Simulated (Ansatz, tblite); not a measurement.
# GeH3(NHtBu) (C₄H₁₃GeN): spin states and exact exchange

Is the singlet the ground state of GeH3(NHtBu) (C₄H₁₃GeN)? Other spin states are computed and compared level by level.

Program: Ansatz 0.2.0, Gaussian basis. Level of theory: as each input shows. These are calculated values, not measurements.

The runs, in order: triplet, at the geometry of the singlet (GFN1-xTB, GFN2-xTB, PBE0-D4/def2-TZVP, PBE-D4/def2-TZVP, r2SCAN-D4/def2-TZVP); the singlet's energies come from earlier runs.

2 further runs of the same task are left out: 2 set aside as unsound or not needed.

**1. The relaxed structure**

The singlet was relaxed beforehand with r2SCAN-D4/def2-SVP.

19 atoms, charge 0, spin multiplicity 1.

Bond lengths: Ge1–H2 1.536 Å, Ge1–H3 1.536 Å, Ge1–H4 1.549 Å, Ge1–N5 1.842 Å, N5–C6 1.471 Å, N5–H10 1.020 Å, C6–C7 1.531 Å, C6–C8 1.534 Å, C6–C9 1.539 Å, C7–H11 1.101 Å, C7–H12 1.104 Å, C7–H13 1.101 Å, C8–H14 1.101 Å, C8–H15 1.102 Å, C8–H16 1.103 Å, C9–H17 1.102 Å, C9–H18 1.103 Å, C9–H19 1.103 Å. Angles: H2–Ge1–H3 110.3°, H2–Ge1–H4 109.3°, H2–Ge1–N5 104.6°, H3–Ge1–H4 108.1°, H3–Ge1–N5 109.6°, H4–Ge1–N5 114.8°, Ge1–N5–C6 124.1°, Ge1–N5–H10 111.6°, C6–N5–H10 110.7°, N5–C6–C7 108.8°, N5–C6–C8 107.4°, N5–C6–C9 111.7°, C7–C6–C8 109.5°, C7–C6–C9 109.7°, C8–C6–C9 109.6°, C6–C7–H11 110.6°, C6–C7–H12 111.4°, C6–C7–H13 110.6° and more.

**2. Triplet at the fixed geometry, GFN1-xTB**

Tight binding, by tblite at 300 K electronic temperature and without a spin-polarisation term:

```python
tblite.interface.Calculator('GFN1-xTB', numbers, positions, charge=0, uhf=2).singlepoint()
```

Energy -547.6679 eV; 0.045 s.

**3. Triplet at the fixed geometry, GFN2-xTB**

Tight binding, by tblite at 300 K electronic temperature and without a spin-polarisation term:

```python
tblite.interface.Calculator('GFN2-xTB', numbers, positions, charge=0, uhf=2).singlepoint()
```

Energy -537.9543 eV; 0.026 s.

**4. Triplet at the fixed geometry, PBE0-D4/def2-TZVP**

in.yaml reads:

```yaml
crystal:
  periodic: [false, false, false]
  atoms:
    - {symbol: Ge, position_ang: [1.020192, 1.417168, 1.705397]}
    - {symbol: H, position_ang: [0.637453, 1.632866, 3.176718]}
    - {symbol: H, position_ang: [2.501184, 1.026626, 1.590839]}
    - {symbol: H, position_ang: [0.809156, 2.737078, 0.923218]}
    - {symbol: N, position_ang: [-0.034542, 0.012437, 1.150901]}
    - {symbol: C, position_ang: [-0.236840, -0.360857, -0.257167]}
    - {symbol: C, position_ang: [1.120459, -0.370145, -0.965098]}
    - {symbol: C, position_ang: [-0.834734, -1.773397, -0.277196]}
    - {symbol: C, position_ang: [-1.189121, 0.612394, -0.973436]}
    - {symbol: H, position_ang: [-0.915529, -0.020342, 1.663142]}
    - {symbol: H, position_ang: [1.012394, -0.713769, -2.005311]}
    - {symbol: H, position_ang: [1.563928, 0.639977, -0.998426]}
    - {symbol: H, position_ang: [1.824347, -1.038618, -0.444990]}
    - {symbol: H, position_ang: [-0.158660, -2.480713, 0.226830]}
    - {symbol: H, position_ang: [-1.009757, -2.119151, -1.308723]}
    - {symbol: H, position_ang: [-1.802605, -1.792044, 0.251867]}
    - {symbol: H, position_ang: [-0.781238, 1.636238, -0.965886]}
    - {symbol: H, position_ang: [-2.169718, 0.634109, -0.469075]}
    - {symbol: H, position_ang: [-1.356362, 0.320142, -2.023625]}
basis:
  gaussian: {orbitals: def2-TZVP}
magnetization: {spin_polarized: true, initial_magnetization: 2}
hamiltonian: {xc: pbe0, dispersion: d4}
scf: {omitted_lower_state_checks: [starts]}
output: {orbitals: {seedname: orbitals}}
```

On the command line:

```bash
$ ansatz run in.yaml --threads 4 --pin off --events-out ev --progress --plain --max-ram 4787MiB
```

The log of the run:

```text
Functional definition: PBE0
  name "PBE0"
  cite "Adamo & Barone, J. Chem. Phys. 110, 6158 (1999) doi:10.1063/1.478522"
  cite "Perdew, Burke & Ernzerhof, Phys. Rev. Lett. 77, 3865 (1996) doi:10.1103/PhysRevLett.77.3865"
  parent pbe
  parameter a = 0.25
  parameter kappa = 0.804
  parameter beta = 0.06672455060314922
  exchange = (1 - a)*pbe_x(kappa = kappa, mu = beta*pi^2/3) + a*exact_x
  correlation = pbe_c(beta = beta)
these checks for a lower state are left out or cut short: starts
1848 factors; their error is unknown
mean field evaluation 1: about -62333.5077 eV, gradient 5.9e1 eV
mean field evaluation 2: about -62295.1623 eV, gradient 1.0e2 eV
mean field evaluation 4: about -62349.6080 eV, gradient 1.5e1 eV
mean field evaluation 8: about -62350.8328 eV, gradient 4.1e-1 eV
mean field evaluation 16: about -62351.0817 eV, gradient 1.6e-3 eV
mean field -62351.08167010 eV, -2291.3599882952 hartree, gradient 2.6e-5 eV, S^2 2.006122; 0 other end points of the search recorded, 0 dependent functions left out
reference -62351.08171236 eV, -2291.3599898479 hartree; 39, 37 occupied and 242, 244 virtual orbitals, 1848 factors
Total energy: -62351.47479774 eV, -2291.3744354695 hartree
Checks for a lower state left out: starts
```

Wall time 63 s (4 threads of AMD EPYC, shared host); peak memory 1.2 GiB.

From the report: HOMO -1.55 eV, LUMO -4.90 eV (over both spins; with the spin held, an empty level of the minority spin lies below the top filled one); ⟨S²⟩ 2.006 (pure: 2.00).

**5. Triplet at the fixed geometry, PBE-D4/def2-TZVP**

start.molden holds the orbitals of an earlier run on this state, given as this run's starting guess.

Edit in.yaml of step 4 so:

```diff
@@ -23,5 +23,5 @@
 basis:
-  gaussian: {orbitals: def2-TZVP}
+  gaussian: {orbitals: def2-TZVP, initial_orbitals: start.molden}
 magnetization: {spin_polarized: true, initial_magnetization: 2}
-hamiltonian: {xc: pbe0, dispersion: d4}
+hamiltonian: {xc: pbe, dispersion: d4}
 scf: {omitted_lower_state_checks: [starts]}
```

The command is unchanged.

The log of the run:

```text
Functional definition: PBE
  name "PBE"
  cite "Perdew, Burke & Ernzerhof, Phys. Rev. Lett. 77, 3865 (1996) doi:10.1103/PhysRevLett.77.3865"
  parent pbe
  parameter kappa = 0.804
  parameter beta = 0.06672455060314922
  exchange = pbe_x(kappa = kappa, mu = beta*pi^2/3)
  correlation = pbe_c(beta = beta)
these checks for a lower state are left out or cut short: starts
1805 factors; their error is unknown
mean field evaluation 1: about -62348.6288 eV, gradient 8.7e0 eV
mean field evaluation 2: about -62348.8246 eV, gradient 3.1e-1 eV
mean field evaluation 4: about -62348.7709 eV, gradient 2.2e-2 eV
mean field evaluation 8: about -62348.7709 eV, gradient 2.4e-5 eV
mean field -62348.77090440 eV, -2291.2750692220 hartree, gradient 2.4e-5 eV, S^2 2.003505; 0 other end points of the search recorded, 0 dependent functions left out
reference -62348.77095966 eV, -2291.2750712526 hartree; 39, 37 occupied and 242, 244 virtual orbitals, 1805 factors
Total energy: -62349.23347741 eV, -2291.2920684664 hartree
Checks for a lower state left out: starts
```

It took 23 s on 4 threads of AMD EPYC, shared host.

From the report: HOMO -1.08 eV, LUMO -6.14 eV (over both spins; with the spin held, an empty level of the minority spin lies below the top filled one); ⟨S²⟩ 2.004 (pure: 2.00).

**6. Triplet at the fixed geometry, r2SCAN-D4/def2-TZVP**

Edit in.yaml of step 5 so:

```diff
@@ -25,3 +25,3 @@
 magnetization: {spin_polarized: true, initial_magnetization: 2}
-hamiltonian: {xc: pbe, dispersion: d4}
+hamiltonian: {xc: r2scan, dispersion: d4}
 scf: {omitted_lower_state_checks: [starts]}
```

Same command.

The log of the run:

```text
Functional definition: r2SCAN
  name "r2SCAN"
  cite "Furness, Kaplan, Ning, Perdew & Sun, J. Phys. Chem. Lett. 11, 8208 (2020) doi:10.1021/acs.jpclett.0c02405"
  cite "Furness, Kaplan, Ning, Perdew & Sun, J. Phys. Chem. Lett. 11, 9248 (2020) doi:10.1021/acs.jpclett.0c03077"
  parent r2scan
  parameter k0 = 0.174
  parameter k1 = 0.065
  parameter a1 = 4.9479
  exchange = r2scan_x(k0 = k0, k1 = k1, a1 = a1)
  correlation = r2scan_c
these checks for a lower state are left out or cut short: starts
1805 factors; their error is unknown
mean field evaluation 1: about -62361.6946 eV, gradient 5.4e0 eV
mean field evaluation 2: about -62361.7653 eV, gradient 9.2e-2 eV
mean field evaluation 4: about -62361.7126 eV, gradient 2.9e-3 eV
mean field evaluation 8: about -62361.7126 eV, gradient 7.3e-6 eV
mean field -62361.71258760 eV, -2291.7506673074 hartree, gradient 7.3e-6 eV, S^2 2.008129; 0 other end points of the search recorded, 0 dependent functions left out
reference -62361.71260564 eV, -2291.7506679701 hartree; 39, 37 occupied and 242, 244 virtual orbitals, 1805 factors
Total energy: -62361.83558479 eV, -2291.7551873706 hartree
Checks for a lower state left out: starts
```

Run time: 41 s. Hardware: 4 threads of AMD EPYC, shared host; peak memory 0.62 GiB.

From the report: HOMO -1.11 eV, LUMO -5.64 eV (over both spins; with the spin held, an empty level of the minority spin lies below the top filled one); ⟨S²⟩ 2.008 (pure: 2.00).

**7. Triplet less singlet, vertical**

The singlet's energies are those of its earlier runs, whose logs aren't repeated here.

```csv
level,"triplet less singlet, vertical (kcal/mol)",time
GFN1-xTB,+140.1,0.087 s
GFN2-xTB,+173.9,0.047 s
PBE-D4/def2-TZVP,+117.2,41 s
r2SCAN-D4/def2-TZVP,+119.5,64 s
PBE0-D4/def2-TZVP,+123.3,88 s
```

Times add the two runs; a level without a time comes out of a correlated run. Tight binding without a spin term can't rank spin states.

**8. Results**

| quantity | value |
| --- | --- |
| triplet less singlet, vertical, functionals in def2-TZVP | +117.2 (PBE-D4) to +123.3 kcal/mol (PBE0-D4) |

What this shows: All functionals put the triplet above the singlet, over a spread of 6.1 kcal/mol. The checks for a lower triplet were left out, so another state of that spin may lie lower. These are electronic energies, without zero-point motion, entropy or surroundings.
